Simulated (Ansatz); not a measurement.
**C2H7BrInN: a ladder of functionals and wavefunction methods**

The task here is to estimate one member of a computed series from the others.

Method: functionals in def2-TZVPP, the program's frozen cores in correlated methods; program: Ansatz 0.2.0, Gaussian basis.

Plan: LDA (SPW92), PBE-D4, revPBE-D4, BLYP-D4, r2SCAN-D4, B97M-V, PBE0-D4, B3LYP-D4, r2SCANh-D4, r2SCAN0-D4, HSE06-D4, BHLYP-D4, CAM-B3LYP-D4, LC-ωPBE, ωB97X-V, ωB97M-V, B2PLYP, PBE-QIDH; CCSD(T)/def2-SVP; CCSD(T)/def2-TZVPP; MP2/def2-QZVPP; extrapolation to the limit; RPA on PBE.

### Structure used throughout

The geometry comes from an earlier relaxation with PBE0-D4 in a triple-zeta def2 set; it is a stationary point, not always the lowest conformer. In takes the def2 core potential; no spin-orbit term is included.

SMILES `C[N](C)[InH][Br]`, 12 atoms, charge 0, spin multiplicity 1.

Atoms are counted from 1 here; the program's logs count them from 0.

Bond lengths: C1–N2 1.440 Å, C1–H6 1.093 Å, C1–H7 1.101 Å, C1–H8 1.101 Å, N2–C3 1.439 Å, N2–In4 1.997 Å, C3–H9 1.091 Å, C3–H10 1.100 Å, C3–H11 1.100 Å, In4–Br5 2.478 Å, In4–H12 1.696 Å. Angles: N2–C1–H6 111.4°, N2–C1–H7 111.6°, N2–C1–H8 111.6°, H6–C1–H7 107.5°, H6–C1–H8 107.5°, H7–C1–H8 107.0°, C1–N2–C3 113.2°, C1–N2–In4 122.8°, C3–N2–In4 124.0°, N2–C3–H9 111.0°, N2–C3–H10 111.4°, N2–C3–H11 111.4°, H9–C3–H10 107.9°, H9–C3–H11 107.9°, H10–C3–H11 107.2°, N2–In4–Br5 110.7°, N2–In4–H12 128.0°, Br5–In4–H12 121.3°.

The first run:

Input file in.yaml:

```yaml
crystal:
  periodic: [false, false, false]
  atoms:
    - {symbol: C, position_ang: [-0.516948, -0.673005, 1.252256]}
    - {symbol: N, position_ang: [-0.042743, -0.040485, 0.049063]}
    - {symbol: C, position_ang: [1.188797, 0.680804, 0.234664]}
    - {symbol: In, position_ang: [-1.011900, -0.164030, -1.692963]}
    - {symbol: Br, position_ang: [0.197023, 1.084905, -3.458815]}
    - {symbol: H, position_ang: [-1.452066, -1.211679, 1.077729]}
    - {symbol: H, position_ang: [-0.702515, 0.061812, 2.050251]}
    - {symbol: H, position_ang: [0.213471, -1.396872, 1.644290]}
    - {symbol: H, position_ang: [1.514627, 1.144921, -0.697967]}
    - {symbol: H, position_ang: [1.994793, 0.016414, 0.580552]}
    - {symbol: H, position_ang: [1.078559, 1.476202, 0.986921]}
    - {symbol: H, position_ang: [-2.461100, -0.978967, -2.025972]}
basis:
  gaussian: {orbitals: def2-TZVPP}
hamiltonian: {xc: lda}
output: {orbitals: {seedname: orbitals}}
```

Started as:

```bash
$ ansatz run in.yaml --threads 2 --pin off --events-out ev --progress --plain --max-ram 32768MiB --backend cuda --devices 0, --max-vram 18GiB
```

Among the steps run: LDA; PBE-D4 (GGA); revPBE-D4 (GGA); BLYP-D4 (GGA); r2SCAN-D4 (meta-GGA); B97M-V (meta-GGA); B3LYP-D4 (hybrid); r2SCANh-D4 (hybrid); r2SCAN0-D4 (hybrid); HSE06-D4 (hybrid); BHLYP-D4 (hybrid); CAM-B3LYP-D4 (range-separated); LC-ωPBE (range-separated); ωB97X-V (range-separated); ωB97M-V (range-separated); B2PLYP (double hybrid); PBE-QIDH (double hybrid).

One table of the session follows, with a row left open; its other results are not shown here.

It belongs to the step «Frontier levels by functional». 

```
  functional  HOMO (eV)  LUMO (eV)  gap (eV)
 LDA (SPW92)      -5.32      -2.16      3.16
      PBE-D4      -5.16      -1.91      3.24
   revPBE-D4      -5.09      -1.81      3.28
     BLYP-D4      -5.06      -1.87      3.20
   r2SCAN-D4      -5.35      -1.69      3.66
      B97M-V      -5.47      -1.95      3.52
     PBE0-D4      -6.33      -1.25      5.08
    B3LYP-D4      -6.16      -1.51      4.65
  r2SCANh-D4      -5.80      -1.46      4.34
  r2SCAN0-D4      -6.48      -1.11      5.37
    HSE06-D4      -5.93      -1.60      4.33
    BHLYP-D4      -7.49      -0.65      6.84
CAM-B3LYP-D4      -7.68      -0.47      7.21
     LC-ωPBE      -8.97       0.58      9.55
     ωB97X-V      -8.66       0.44      9.11
     ωB97M-V          ?          ?         ?
```

Q: Estimate the row for ωB97M-V from the others.

The run gave: HOMO (eV): -8.59; LUMO (eV): 0.15; gap (eV): 8.74. In the column «HOMO (eV)» it lies between ωB97X-V (-8.66) and CAM-B3LYP-D4 (-7.68).
